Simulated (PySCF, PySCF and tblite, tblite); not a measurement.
# C7H9N: telling isomers apart by computed NMR

Aim: see whether computed shieldings tell isomers of C7H9N apart.

Programs: PySCF 2.14.0 with density-fitted response routines of our own, and tblite 0.8.0. All values are computed, except where a source is named. Atoms count from 0 throughout.

### 1 The starting structure

17 atoms, charge 0, multiplicity 1; geometry from: MMFF94s geometry. This is the first candidate.

Bonds of the start (Å): C0–C1 1.51, C0–H10 1.11, C0–H8 1.10, C0–H9 1.09, C1–C2 1.52, C1–H11 1.11, C1–H12 1.09, C2–C3 1.40, C2–C7 1.39, C3–C4 1.39, C3–H13 1.08, C4–C5 1.38, C4–H14 1.09, C5–H15 1.09, C5–N6 1.35, C7–H16 1.09, N6–C7 1.35.

### 2 GFN2-xTB relaxation, isomer A, conformer 1

What the job is given:

```
{"job": {"xc": "GFN2-xTB", "basis": "xTB", "kind": "relax"}, "charge": 0, "multiplicity": 1}
C     -2.297600     0.512100    -0.431600
C     -1.486900    -0.655600     0.063200
C     -0.017100    -0.314200     0.200600
C      0.855900    -0.469600    -0.880800
C      2.193800    -0.127100    -0.715400
C      2.601600     0.387400     0.493000
N      1.784500     0.573300     1.546200
C      0.495600     0.224600     1.380400
H     -2.231200     1.366900     0.251100
H     -1.971100     0.842600    -1.414500
H     -3.363200     0.229200    -0.513000
H     -1.870500    -0.995400     1.046600
H     -1.604700    -1.511400    -0.596900
H      0.512500    -0.878800    -1.823200
H      2.896400    -0.238700    -1.535400
H      3.637800     0.678000     0.672800
H     -0.142800     0.388700     2.247100
```

Command:

```bash
$ OMP_NUM_THREADS=1 python ens_run.py task.json out
```

One launch serves the whole session.

The program printed:

```text
step      E/eV     max force
  0    -611.80794    1.411
  1    -611.86028    0.602
  2    -611.86970    0.242
  3    -611.87425    0.147
  4    -611.87742    0.109
  5    -611.87812    0.060
  6    -611.87863    0.072
  7    -611.87902    0.058
  8    -611.87933    0.046
  9    -611.87950    0.028
 10    -611.87950    0.028
 11    -611.87957    0.021
 12    -611.87971    0.019
 13    -611.87975    0.020
 14    -611.87986    0.026
 15    -611.87994    0.020
 16    -611.88001    0.023
 17    -611.88010    0.029
 18    -611.88020    0.023
 19    -611.88030    0.021
 20    -611.88038    0.023
 21    -611.88047    0.023
 22    -611.88055    0.026
 23    -611.88064    0.021
 24    -611.88074    0.025
 25    -611.88086    0.023
 26    -611.88095    0.022
 27    -611.88101    0.017
 28    -611.88106    0.017
 29    -611.88109    0.014
 30    -611.88113    0.015
 31    -611.88115    0.013
 32    -611.88118    0.012
 33    -611.88121    0.013
 34    -611.88124    0.015
 35    -611.88128    0.016
 36    -611.88131    0.013
 37    -611.88133    0.013
 38    -611.88136    0.013
 39    -611.88137    0.009
 40    -611.88138    0.007
 41    -611.88138    0.005
 42    -611.88139    0.006
 43    -611.88139    0.006
 44    -611.88139    0.004
 45    -611.88140    0.004
 46    -611.88140    0.004
```

Run time: 0.27 s. Hardware: 1 thread of Arm Neoverse V1, shared host.

Relaxing gained 0.073 eV and moved the atoms by 0.04 Å on average (rms).

### 3 Shieldings, isomer A, conformer 1: PBE0/pcSseg-1

What the job is given:

```
{"job": {"xc": "PBE0", "basis": "pcSseg-1", "kind": "nmr", "pop": true}, "charge": 0, "multiplicity": 1}
C     -2.277909     0.524061    -0.427960
C     -1.481737    -0.680502     0.078720
C     -0.028003    -0.332197     0.198153
C      0.849143    -0.490874    -0.868375
C      2.173503    -0.114490    -0.721366
C      2.574979     0.412538     0.496466
N      1.753732     0.570739     1.519931
C      0.492746     0.209398     1.369575
H     -2.173679     1.361663     0.258180
H     -1.914532     0.835222    -1.405091
H     -3.332592     0.273067    -0.513514
H     -1.869195    -0.984441     1.053258
H     -1.605734    -1.513737    -0.616506
H      0.496736    -0.908940    -1.801615
H      2.877138    -0.227689    -1.531885
H      3.598136     0.721535     0.665418
H     -0.139728     0.356678     2.236701
```

The program printed:

```text
coarse grid: 14248 points
cycle   1  E = -326.3952166803  dE =  1.274e+00  |g| = 3.745e-01  |ddm| = 3.846e+00
cycle   2  E = -326.3937736690  dE =  1.443e-03  |g| = 4.097e-01  |ddm| = 9.576e-01
cycle   3  E = -326.4337794288  dE = -4.001e-02  |g| = 6.916e-02  |ddm| = 4.519e-01
cycle   4  E = -326.4344539061  dE = -6.745e-04  |g| = 3.767e-02  |ddm| = 7.329e-02
cycle   5  E = -326.4347602370  dE = -3.063e-04  |g| = 9.951e-03  |ddm| = 4.940e-02
cycle   6  E = -326.4347844440  dE = -2.421e-05  |g| = 3.718e-03  |ddm| = 1.465e-02
cycle   7  E = -326.4347879074  dE = -3.463e-06  |g| = 5.360e-04  |ddm| = 3.475e-03
final grid: 137800 points
cycle   8  E = -326.4800514311  dE = -4.154e-05  |g| = 7.428e-03  |ddm| = 3.985e-02
cycle   9  E = -326.4800498634  dE =  1.568e-06  |g| = 8.001e-03  |ddm| = 1.536e-02
cycle  10  E = -326.4800658016  dE = -1.594e-05  |g| = 8.888e-04  |ddm| = 7.675e-03
cycle  11  E = -326.4800659630  dE = -1.614e-07  |g| = 3.515e-04  |ddm| = 1.091e-03
cycle  12  E = -326.4800659891  dE = -2.609e-08  |g| = 1.060e-04  |ddm| = 4.244e-04
cycle  13  E = -326.4800659918  dE = -2.721e-09  |g| = 2.845e-05  |ddm| = 1.295e-04
cycle  14  E = -326.4800659920  dE = -1.976e-10  |g| = 8.410e-06  |ddm| = 3.250e-05
converged SCF energy = -326.4800659920

GIAO shielding tensors (ppm)
atom      isotropic    diamagn.    paramagn.     s11        s22        s33       span
  0 C      164.436     247.043     -82.607    153.580    153.801    185.928     32.348
  1 C      154.881     245.752     -90.871    142.663    149.888    172.092     29.430
  2 C       41.400     264.943    -223.544    -58.623      5.312    177.511    236.135
  3 C       46.057     251.540    -205.483    -63.594     31.944    169.821    233.415
  4 C       58.624     258.181    -199.557    -55.134     54.293    176.712    231.846
  5 C       33.729     251.414    -217.685    -74.932     27.882    148.236    223.168
  6 N      -95.416     331.241    -426.657   -414.856   -175.454    304.061    718.917
  7 C       31.542     249.417    -217.875    -73.904     32.860    135.668    209.572
  8 H       30.596      30.287       0.310     26.268     29.784     35.737      9.469
  9 H       30.630      30.513       0.117     26.209     30.034     35.647      9.438
 10 H       30.288      28.144       2.144     26.402     26.578     37.885     11.483
 11 H       29.002      30.907      -1.905     25.087     27.612     34.306      9.219
 12 H       29.171      31.088      -1.916     25.136     28.130     34.248      9.112
 13 H       23.998      33.494      -9.496     20.616     22.455     28.922      8.306
 14 H       24.344      30.958      -6.614     21.643     23.580     27.808      6.165
 15 H       22.880      28.745      -5.865     18.952     23.040     26.647      7.696
 16 H       22.859      32.064      -9.205     18.706     21.336     28.535      9.830
```

Wall time 24 s (1 thread of Arm Neoverse V1, shared host).

This run: HOMO -7.24 eV, LUMO -0.67 eV; dipole 2.48 D.

### 4 Boltzmann average, isomer A: properties at PBE0/pcSseg-1

What the job is given:

```
{"job": {"study": "conf", "smiles": "CCc1cccnc1", "search": {"seed": 1282, "n_embed": 60, "ff_keep": 14, "window": 2.5, "nmax": 6, "temps": [250, 298.15, 350], "t_ref": 298.15, "order": 0.001}, "level": {"nmr": {"xc": "PBE0", "basis": "pcSseg-1"}}, "kind": "conf"}, "charge": 0, "multiplicity": 1}
C     -2.277909     0.524061    -0.427960
C     -1.481737    -0.680502     0.078720
C     -0.028003    -0.332197     0.198153
C      0.849143    -0.490874    -0.868375
C      2.173503    -0.114490    -0.721366
C      2.574979     0.412538     0.496466
N      1.753732     0.570739     1.519931
C      0.492746     0.209398     1.369575
H     -2.173679     1.361663     0.258180
H     -1.914532     0.835222    -1.405091
H     -3.332592     0.273067    -0.513514
H     -1.869195    -0.984441     1.053258
H     -1.605734    -1.513737    -0.616506
H      0.496736    -0.908940    -1.801615
H      2.877138    -0.227689    -1.531885
H      3.598136     0.721535     0.665418
H     -0.139728     0.356678     2.236701
```

The program printed:

```text
conformer  sym    E(xTB)   E(DFT)   G(298.15 K)  weight  dipole/D
    1     C1      0.000    0.000    0.000   1.0000    2.478

mean shielding (ppm) by class
class atoms           250 K   298.15 K      350 K
  0 C  0            164.436    164.436    164.436
  1 C  1            154.881    154.881    154.881
  2 C  2               41.4       41.4       41.4
  3 C  3             46.057     46.057     46.057
  4 C  4             58.624     58.624     58.624
  5 C  5             33.728     33.728     33.728
  6 N  6            -95.416    -95.416    -95.416
  7 C  7             31.541     31.541     31.541
  8 H  8,9,10        30.505     30.505     30.505
  9 H  11,12         29.087     29.087     29.087
 10 H  13            23.998     23.998     23.998
 11 H  14            24.344     24.344     24.344
 12 H  15             22.88      22.88      22.88
 13 H  16            22.859     22.859     22.859
```

It took 25 s on 1 thread of Arm Neoverse V1, shared host. This counts the runs that the step sums up.

The search (ETKDG and KDG, MMFF94s, GFN2-xTB) embedded 60 structures, kept 1 distinct ones after the force field and 1 after xTB; 1 was carried on (window 2.5 kcal/mol at the search's own energies). Energies: PBE0/pcSseg-1 with D3(BJ).

The conformers at 298 K:

```
no.  group  mirror pair  ΔE xTB  ΔE DFT    ΔG  weight (%)  μ (D)  C0–C1–C2–C3 (°)     A, B, C (GHz)
  1     C1          yes    0.00    0.00  0.00       100.0   2.48              -89  4.68, 1.52, 1.27
```

Energies in kcal/mol. ΔG holds xTB vibrations and rotation, symmetry numbers and mirror pairs.

Shifts against references run at the same level ($^{1}$H TMS 31.72, $^{15}$N NH3 267.7, $^{13}$C TMS 186.9 ppm of shielding), by class of atoms, at 298 K:

```
      atoms                                         environment  average
         C7                 aromatic CH next to a ring nitrogen    155.4
         C5                 aromatic CH next to a ring nitrogen    153.2
         C2                         substituted aromatic carbon    145.5
         C3                                         aromatic CH    140.9
         C4                                         aromatic CH    128.3
         C1                         sp3 CH2 on an aromatic ring     32.0
         C0                                       methyl carbon     22.5
        H16  hydrogen on an aromatic CH next to a ring nitrogen     8.86
        H15  hydrogen on an aromatic CH next to a ring nitrogen     8.84
        H13                          hydrogen on an aromatic CH     7.72
        H14                          hydrogen on an aromatic CH     7.37
   H11, H12          hydrogen on an sp3 CH2 on an aromatic ring     2.63
H8, H9, H10                         hydrogen on a methyl carbon     1.21
         N6                         pyridine-type ring nitrogen    363.1
```

Effective distances for nuclear Overhauser effects, ⟨r⁻⁶⟩^(−1/6) over all pairs of two classes (Å): H13···H14 2.49; H14···H15 2.50; H8···H11 2.61; H11···H13 2.75; H11···H16 2.75; H8···H13 3.45; H8···H16 3.46.

### 5 GFN2-xTB relaxation, isomer B, conformer 1

What the job is given:

```
{"job": {"xc": "GFN2-xTB", "basis": "xTB", "kind": "relax"}, "charge": 0, "multiplicity": 1}
C      2.461900     0.307100     0.342500
C      1.472900     0.417900    -0.828100
C      0.067900     0.173300    -0.370100
C     -0.459100    -1.107700    -0.320400
C     -1.769700    -1.296600     0.130100
C     -2.528100    -0.187400     0.483700
C     -1.930900     1.064900     0.397500
N     -0.656800     1.271300    -0.011900
H      3.479500     0.496900    -0.000300
H      2.212700     1.038600     1.129700
H      2.425400    -0.688800     0.794700
H      1.548300     1.407400    -1.267000
H      1.742400    -0.302400    -1.592400
H      0.150400    -1.971100    -0.598200
H     -2.198800    -2.283300     0.180000
H     -3.548600    -0.291100     0.841400
H     -2.476500     1.962900     0.678700
```

The program printed:

```text
step      E/eV     max force
  0    -611.81424    1.833
  1    -611.87599    0.565
  2    -611.88731    0.255
  3    -611.89275    0.165
  4    -611.89521    0.142
  5    -611.89671    0.090
  6    -611.89801    0.085
  7    -611.89904    0.065
  8    -611.89960    0.053
  9    -611.89994    0.048
 10    -611.90025    0.046
 11    -611.90057    0.045
 12    -611.90080    0.040
 13    -611.90097    0.030
 14    -611.90097    0.030
 15    -611.90105    0.028
 16    -611.90126    0.022
 17    -611.90131    0.023
 18    -611.90144    0.027
 19    -611.90154    0.027
 20    -611.90162    0.022
 21    -611.90171    0.030
 22    -611.90180    0.029
 23    -611.90188    0.021
 24    -611.90194    0.017
 25    -611.90200    0.022
 26    -611.90207    0.028
 27    -611.90213    0.020
 28    -611.90216    0.014
 29    -611.90219    0.015
 30    -611.90221    0.018
 31    -611.90224    0.014
 32    -611.90227    0.012
 33    -611.90230    0.013
 34    -611.90233    0.022
 35    -611.90238    0.026
 36    -611.90243    0.021
 37    -611.90249    0.020
 38    -611.90254    0.014
 39    -611.90258    0.018
 40    -611.90262    0.018
 41    -611.90266    0.012
 42    -611.90268    0.008
 43    -611.90269    0.009
 44    -611.90270    0.006
 45    -611.90270    0.005
 46    -611.90270    0.005
 47    -611.90271    0.006
 48    -611.90271    0.006
 49    -611.90271    0.005
 50    -611.90272    0.005
 51    -611.90272    0.005
 52    -611.90273    0.007
 53    -611.90273    0.007
 54    -611.90274    0.006
 55    -611.90274    0.005
 56    -611.90275    0.006
 57    -611.90275    0.006
 58    -611.90275    0.005
 59    -611.90275    0.003
```

Run time: 0.32 s. Hardware: 1 thread of Arm Neoverse V1, shared host.

Relaxing gained 0.089 eV and moved the atoms by 0.04 Å on average (rms).

**GFN2-xTB relaxation, isomer B, conformer 2**

What the job is given:

```
{"job": {"xc": "GFN2-xTB", "basis": "xTB", "kind": "relax"}, "charge": 0, "multiplicity": 1}
C      2.567100    -0.495400     0.097700
C      1.553500     0.584900    -0.321500
C      0.118500     0.207300    -0.092100
C     -0.883600     1.137400    -0.443700
C     -2.219300     0.787400    -0.228900
C     -2.535300    -0.456100     0.291700
C     -1.487200    -1.307400     0.601400
N     -0.177900    -1.001000     0.426900
H      2.410300    -1.419700    -0.468000
H      3.576000    -0.148100    -0.084600
H      2.469600    -0.730700     1.162800
H      1.768600     1.491100     0.257100
H      1.698900     0.809000    -1.364600
H     -0.618500     2.098000    -0.851900
H     -3.010000     1.498600    -0.492000
H     -3.561700    -0.751300     0.474100
H     -1.675900    -2.291900     1.025700
```

The program printed:

```text
step      E/eV     max force
  0    -611.78696    1.529
  1    -611.84833    0.460
  2    -611.85730    0.275
  3    -611.86272    0.126
  4    -611.86472    0.110
  5    -611.86604    0.093
  6    -611.86744    0.082
  7    -611.86870    0.085
  8    -611.86957    0.058
  9    -611.87023    0.064
 10    -611.87087    0.058
 11    -611.87151    0.064
 12    -611.87206    0.063
 13    -611.87258    0.051
 14    -611.87322    0.061
 15    -611.87407    0.080
 16    -611.87501    0.086
 17    -611.87582    0.066
 18    -611.87638    0.052
 19    -611.87676    0.040
 20    -611.87676    0.040
 21    -611.87691    0.033
 22    -611.87714    0.029
 23    -611.87725    0.033
 24    -611.87743    0.040
 25    -611.87754    0.034
 26    -611.87765    0.023
 27    -611.87773    0.021
 28    -611.87779    0.018
 29    -611.87782    0.014
 30    -611.87785    0.013
 31    -611.87787    0.012
 32    -611.87789    0.013
 33    -611.87790    0.014
 34    -611.87792    0.010
 35    -611.87793    0.011
 36    -611.87794    0.010
 37    -611.87796    0.010
 38    -611.87798    0.013
 39    -611.87800    0.012
 40    -611.87803    0.011
 41    -611.87804    0.008
 42    -611.87805    0.007
 43    -611.87805    0.006
 44    -611.87806    0.004
 45    -611.87806    0.002
```

It took 0.25 s on 1 thread of Arm Neoverse V1, shared host.

Relaxing gained 0.091 eV and moved the atoms by 0.06 Å on average (rms).

### 6 GFN2-xTB relaxation, isomer B, conformer 3

What the job is given:

```
{"job": {"xc": "GFN2-xTB", "basis": "xTB", "kind": "relax"}, "charge": 0, "multiplicity": 1}
C      2.524900     0.309700     0.022500
C      1.493500    -0.810100     0.221000
C      0.056700    -0.390900     0.063600
C     -0.361900     0.934900    -0.000200
C     -1.715300     1.203400    -0.131600
C     -2.611000     0.147300    -0.194300
C     -2.096400    -1.138500    -0.123200
N     -0.809600    -1.400200     0.000000
H      2.409000     0.779200    -0.962100
H      2.433600     1.077500     0.800100
H      3.529300    -0.104100     0.081600
H      1.675800    -1.632200    -0.498700
H      1.602700    -1.247900     1.234500
H      0.347700     1.746200     0.050800
H     -2.063900     2.225600    -0.184600
H     -3.672400     0.314500    -0.296400
H     -2.744900    -2.006100    -0.168300
```

The program printed:

```text
step      E/eV     max force
  0    -611.84733    0.482
  1    -611.85540    0.242
  2    -611.85960    0.196
  3    -611.86040    0.098
  4    -611.86080    0.050
  5    -611.86097    0.039
  6    -611.86112    0.039
  7    -611.86120    0.025
  8    -611.86124    0.020
  9    -611.86126    0.011
 10    -611.86127    0.008
 11    -611.86128    0.005
 12    -611.86128    0.004
 13    -611.86128    0.004
```

Run time: 0.08 s. Hardware: 1 thread of Arm Neoverse V1, shared host.

Relaxing gained 0.014 eV and moved the atoms by 0.01 Å on average (rms).

### 7 Shieldings, isomer B, conformer 1: PBE0/pcSseg-1

What the job is given:

```
{"job": {"xc": "PBE0", "basis": "pcSseg-1", "kind": "nmr", "pop": false}, "charge": 0, "multiplicity": 1}
C      2.424994     0.298143     0.351848
C      1.467833     0.430859    -0.834285
C      0.056336     0.176113    -0.392550
C     -0.456767    -1.116560    -0.313809
C     -1.751137    -1.296663     0.140036
C     -2.493277    -0.182531     0.501271
C     -1.894515     1.061549     0.384666
N     -0.659105     1.238450    -0.047870
H      3.447538     0.491280     0.036259
H      2.157726     1.013031     1.126143
H      2.374699    -0.703381     0.774361
H      1.530134     1.442345    -1.235906
H      1.748036    -0.281221    -1.613009
H      0.150203    -1.960135    -0.607472
H     -2.176074    -2.288178     0.210904
H     -3.506218    -0.277408     0.860531
H     -2.427402     1.966338     0.648970
```

The program printed:

```text
coarse grid: 14248 points
cycle   1  E = -326.3937020794  dE =  1.270e+00  |g| = 3.962e-01  |ddm| = 3.817e+00
cycle   2  E = -326.3912824073  dE =  2.420e-03  |g| = 4.351e-01  |ddm| = 8.950e-01
cycle   3  E = -326.4357599127  dE = -4.448e-02  |g| = 7.339e-02  |ddm| = 4.445e-01
cycle   4  E = -326.4365137978  dE = -7.539e-04  |g| = 4.094e-02  |ddm| = 8.166e-02
cycle   5  E = -326.4368910273  dE = -3.772e-04  |g| = 9.259e-03  |ddm| = 5.054e-02
cycle   6  E = -326.4369119170  dE = -2.089e-05  |g| = 3.486e-03  |ddm| = 1.288e-02
cycle   7  E = -326.4369149403  dE = -3.023e-06  |g| = 5.317e-04  |ddm| = 3.297e-03
final grid: 137800 points
cycle   8  E = -326.4827203048  dE = -3.934e-05  |g| = 7.817e-03  |ddm| = 3.684e-02
cycle   9  E = -326.4827175411  dE =  2.764e-06  |g| = 8.597e-03  |ddm| = 1.605e-02
cycle  10  E = -326.4827360371  dE = -1.850e-05  |g| = 1.380e-03  |ddm| = 8.618e-03
cycle  11  E = -326.4827365119  dE = -4.748e-07  |g| = 3.167e-04  |ddm| = 1.580e-03
cycle  12  E = -326.4827365352  dE = -2.331e-08  |g| = 8.156e-05  |ddm| = 3.449e-04
cycle  13  E = -326.4827365367  dE = -1.484e-09  |g| = 2.916e-05  |ddm| = 9.694e-05
cycle  14  E = -326.4827365369  dE = -1.787e-10  |g| = 1.058e-05  |ddm| = 3.280e-05
converged SCF energy = -326.4827365369

GIAO shielding tensors (ppm)
atom      isotropic    diamagn.    paramagn.     s11        s22        s33       span
  0 C      166.645     246.472     -79.827    153.768    160.679    185.488     31.720
  1 C      149.075     247.020     -97.945    130.075    144.570    172.581     42.506
  2 C       15.871     256.016    -240.145    -82.559    -18.661    148.831    231.390
  3 C       60.214     256.279    -196.065    -48.448     57.754    171.337    219.785
  4 C       44.659     252.640    -207.980    -70.648     24.389    180.237    250.885
  5 C       61.522     258.476    -196.954    -50.975     55.840    179.701    230.676
  6 C       31.431     250.098    -218.666    -77.613     26.246    145.661    223.274
  7 N      -86.950     331.588    -418.538   -380.199   -163.878    283.226    663.425
  8 H       30.320      27.700       2.621     26.374     26.816     37.771     11.397
  9 H       30.326      29.806       0.520     25.915     29.568     35.494      9.579
 10 H       30.684      30.283       0.401     26.166     30.099     35.786      9.620
 11 H       28.730      30.389      -1.659     25.043     27.294     33.853      8.810
 12 H       28.918      31.015      -2.097     25.417     28.012     33.325      7.908
 13 H       24.348      33.688      -9.340     20.952     22.756     29.336      8.384
 14 H       23.827      30.618      -6.791     20.684     23.809     26.990      6.306
 15 H       24.487      30.290      -5.803     21.954     24.184     27.323      5.369
 16 H       22.852      29.882      -7.030     18.754     23.298     26.504      7.750
```

It took 22 s on 1 thread of Arm Neoverse V1, shared host.

This run: HOMO -7.26 eV, LUMO -0.64 eV; dipole 1.85 D.

[end of part 1 of 3]
